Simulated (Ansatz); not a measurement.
# CH₆OSi₂: basis-set convergence

One table from this session's results is given with a row withheld; the runs are named, their logs left out.

Program: Ansatz 0.2.0, Gaussian basis. Level of theory: one geometry, several basis sets. These are calculated values, not measurements.

The runs, in order: PBE0-D4/def2-SVP; ωB97M-V/def2-SVP; PBE0-D4/def2-QZVPP; ωB97M-V/def2-QZVPP; the functionals' def2-TZVPP values are taken from earlier runs.

### Structure used throughout

All runs share one geometry, relaxed beforehand with PBE0-D4 in a triple-zeta def2 set.

10 atoms, charge 0, spin multiplicity 1.

Atoms are counted from 1 here; the program's logs count them from 0.

Bond lengths: C1–Si2 1.858 Å, C1–H5 1.091 Å, C1–H6 1.097 Å, C1–H7 1.092 Å, Si2–O3 1.596 Å, Si2–H8 1.487 Å, O3–Si4 1.674 Å, Si4–H9 1.500 Å, Si4–H10 1.504 Å. Angles: Si2–C1–H5 111.4°, Si2–C1–H6 108.5°, Si2–C1–H7 111.0°, H5–C1–H6 108.2°, H5–C1–H7 109.0°, H6–C1–H7 108.7°, C1–Si2–O3 114.3°, C1–Si2–H8 114.6°, O3–Si2–H8 111.5°, Si2–O3–Si4 160.1°, O3–Si4–H9 104.4°, O3–Si4–H10 105.5°, H9–Si4–H10 105.4°.

The first run:

File in.yaml:

```yaml
crystal:
  periodic: [false, false, false]
  atoms:
    - {symbol: C, position_ang: [-1.123107, -0.004014, -1.365426]}
    - {symbol: Si, position_ang: [-0.191538, -1.123139, -0.211925]}
    - {symbol: O, position_ang: [0.635483, -0.358973, 0.919679]}
    - {symbol: Si, position_ang: [1.318543, 0.893813, 1.795201]}
    - {symbol: H, position_ang: [-0.447853, 0.653596, -1.914963]}
    - {symbol: H, position_ang: [-1.801183, 0.621149, -0.770975]}
    - {symbol: H, position_ang: [-1.713844, -0.582074, -2.078723]}
    - {symbol: H, position_ang: [-0.999052, -2.234499, 0.358188]}
    - {symbol: H, position_ang: [2.484331, 0.264820, 2.498799]}
    - {symbol: H, position_ang: [1.921019, 1.818221, 0.773042]}
basis:
  gaussian: {orbitals: def2-SVP}
hamiltonian: {xc: pbe0, dispersion: d4}
output: {orbitals: {seedname: orbitals}}
```

Started as:

```bash
$ ansatz run in.yaml --threads 2 --pin off --events-out ev --progress --plain --max-ram 4352MiB
```

Steps of the session up to this table: PBE0-D4 in def2-SVP; ωB97M-V in def2-SVP; PBE0-D4 in def2-QZVPP; ωB97M-V in def2-QZVPP.

One of the session's tables, all rows but one given; the rest of the session is left out.

```
functional       basis  HOMO (eV)  LUMO (eV)
   PBE0-D4    def2-SVP      -4.92      -2.94
   PBE0-D4  def2-TZVPP      -4.96      -3.07
   PBE0-D4  def2-QZVPP      -4.99      -3.12
   ωB97M-V    def2-SVP      -6.31      -1.38
   ωB97M-V  def2-TZVPP      -6.38      -1.57
   ωB97M-V  def2-QZVPP          ?          ?
```

Q: Estimate the row for ωB97M-V, def2-QZVPP from the others.

**Answer.** HOMO (eV): -6.41; LUMO (eV): -1.65. In the column «HOMO (eV)» it is the lowest.
